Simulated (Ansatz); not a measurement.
# Si4H9F + HF: a complex and its separated parts

The complex below is one end of an elementary step. How strongly is it bound against its free parts?

The runs use Ansatz 0.2.0, Gaussian basis; PBE0-D4/def2-TZVP structures, single points in def2-TZVPP, no counterpoise correction.

Levels: SPW92, PBE-D4, BLYP-D4, r2SCAN-D4, B97M-V, PBE0-D4, B3LYP-D4, r2SCAN0-D4, BHLYP-D4, CAM-B3LYP-D4, wB97X-V, wB97M-V, B2PLYP, PBE-QIDH, RPA on PBE, Hartree-Fock, MP2, CCSD, CCSD(T).

Cores are frozen in the correlated methods. B3LYP uses VWN-RPA correlation. B2PLYP carries no dispersion term here.

95 further runs of the same task are left out: 1 that didn't finish, 94 set aside as unsound or not needed.

## 1. The system as given

The complex: 16 atoms, charge 0, spin multiplicity 1.

Atoms are counted from 1 here; the program's logs count them from 0.

Bond lengths: Si1–Si2 2.353 Å, Si1–Si3 2.354 Å, Si1–Si4 2.354 Å, Si1–F5 1.622 Å, Si2–H8 1.504 Å, Si2–H9 1.486 Å, Si2–H10 1.486 Å, Si3–H11 1.487 Å, Si3–H12 1.488 Å, Si3–H13 1.485 Å, Si4–H14 1.488 Å, Si4–H15 1.485 Å, Si4–H16 1.487 Å, H6–F7 0.930 Å. Angles: Si2–Si1–Si3 109.6°, Si2–Si1–Si4 109.6°, Si2–Si1–F5 106.3°, Si3–Si1–Si4 114.2°, Si3–Si1–F5 108.4°, Si4–Si1–F5 108.4°, Si1–Si2–H8 108.8°, Si1–Si2–H9 112.8°, Si1–Si2–H10 112.8°, H8–Si2–H9 106.2°, H8–Si2–H10 106.2°, H9–Si2–H10 109.5°, Si1–Si3–H11 110.1°, Si1–Si3–H12 108.3°, Si1–Si3–H13 111.2°, H11–Si3–H12 108.6°, H11–Si3–H13 109.3°, H12–Si3–H13 109.3° and more.

Geometry (Å):

```xyz
16
F2H10Si4
Si   -0.69795    0.13276   -0.56839
Si   -0.95755    1.28144    1.46845
Si   -0.65343   -2.18622   -0.16894
Si    1.19357    0.95292   -1.70360
F    -2.01307    0.47354   -1.45402
H     1.43214   -0.03810    1.64594
F     1.83494   -0.58571    1.01100
H     0.23707    1.00333    2.33810
H    -1.01036    2.75674    1.29522
H    -2.14569    0.82836    2.23809
H    -0.55122   -2.45120    1.29088
H    -1.92725   -2.77191   -0.66881
H     0.48931   -2.83000   -0.86512
H     0.72949    1.74414   -2.87582
H     2.06204   -0.15635   -2.17291
H     1.97806    1.84617   -0.81007
```

Its parts: Si4H9F holds atoms 1, 2, 3, 4, 5, 8, 9, 10, 11, 12, 13, 14, 15, 16; HF holds atoms 6, 7. Each part counts its atoms afresh in its own runs.

## 2. Relaxing Si4H9F alone

relax-a/in.yaml

```yaml
crystal:
  periodic: [false, false, false]
  atoms:
    - {symbol: Si, position_ang: [-0.697952, 0.132759, -0.568385]}
    - {symbol: Si, position_ang: [-0.957554, 1.281443, 1.468446]}
    - {symbol: Si, position_ang: [-0.653433, -2.186223, -0.168938]}
    - {symbol: Si, position_ang: [1.193567, 0.952918, -1.703601]}
    - {symbol: F, position_ang: [-2.013068, 0.473541, -1.454021]}
    - {symbol: H, position_ang: [0.237070, 1.003327, 2.338099]}
    - {symbol: H, position_ang: [-1.010359, 2.756742, 1.295222]}
    - {symbol: H, position_ang: [-2.145689, 0.828357, 2.238086]}
    - {symbol: H, position_ang: [-0.551218, -2.451198, 1.290876]}
    - {symbol: H, position_ang: [-1.927245, -2.771910, -0.668806]}
    - {symbol: H, position_ang: [0.489313, -2.829997, -0.865118]}
    - {symbol: H, position_ang: [0.729486, 1.744138, -2.875817]}
    - {symbol: H, position_ang: [2.062045, -0.156352, -2.172912]}
    - {symbol: H, position_ang: [1.978062, 1.846167, -0.810073]}
basis:
  gaussian: {orbitals: def2-TZVP}
hamiltonian: {xc: pbe0, dispersion: d4}
relax: {f_tol: 0.005, max_steps: 200}
```

Started as:

```console
ansatz run in.yaml --threads 2 --pin off --events-out ev --progress --plain --max-ram 32768MiB --backend cuda --devices 0, --max-vram 18GiB
```

Further steps of the session: Relaxing HF alone; SPW92/def2-TZVPP; PBE-D4/def2-TZVPP; BLYP-D4/def2-TZVPP; r2SCAN-D4/def2-TZVPP; B97M-V/def2-TZVPP; PBE0-D4/def2-TZVPP; B3LYP-D4/def2-TZVPP; r2SCAN0-D4/def2-TZVPP; BHLYP-D4/def2-TZVPP; CAM-B3LYP-D4/def2-TZVPP; wB97X-V/def2-TZVPP; wB97M-V/def2-TZVPP; B2PLYP/def2-TZVPP; PBE-QIDH/def2-TZVPP; RPA on PBE/def2-TZVPP; CCSD(T)/def2-TZVPP; Vibrations of Si4H9F; Vibrations of HF.

Q: Predict the outcome of this session. Wanted: complex less parts, CCSD(T)/def2-TZVPP; with zero-point energy; largest T1 diagnostic.

**Answer**, as computed:

```
                              quantity           value
complex less parts, CCSD(T)/def2-TZVPP  -2.15 kcal/mol
                with zero-point energy  -0.62 kcal/mol
                 largest T1 diagnostic           0.014
```

What this shows: At CCSD(T) the complex lies 2.15 kcal/mol below its parts. PBE-QIDH is the best functional here (+0.24 kcal/mol from CCSD(T)); SPW92 is the worst (-5.59 kcal/mol). Mean unsigned error by rung: LDA 5.59, GGA 1.69, meta-GGA 1.76, hybrid 1.01, range-separated hybrid 1.64, double hybrid 0.40 kcal/mol. PBE-D4 gives a relative energy 1.93 kcal/mol too low, an error of 90 % of the reference. No counterpoise was applied, and triple zeta lacks some correlation, so the CCSD(T) reference has a basis error of its own, and close matches with it are partly luck.
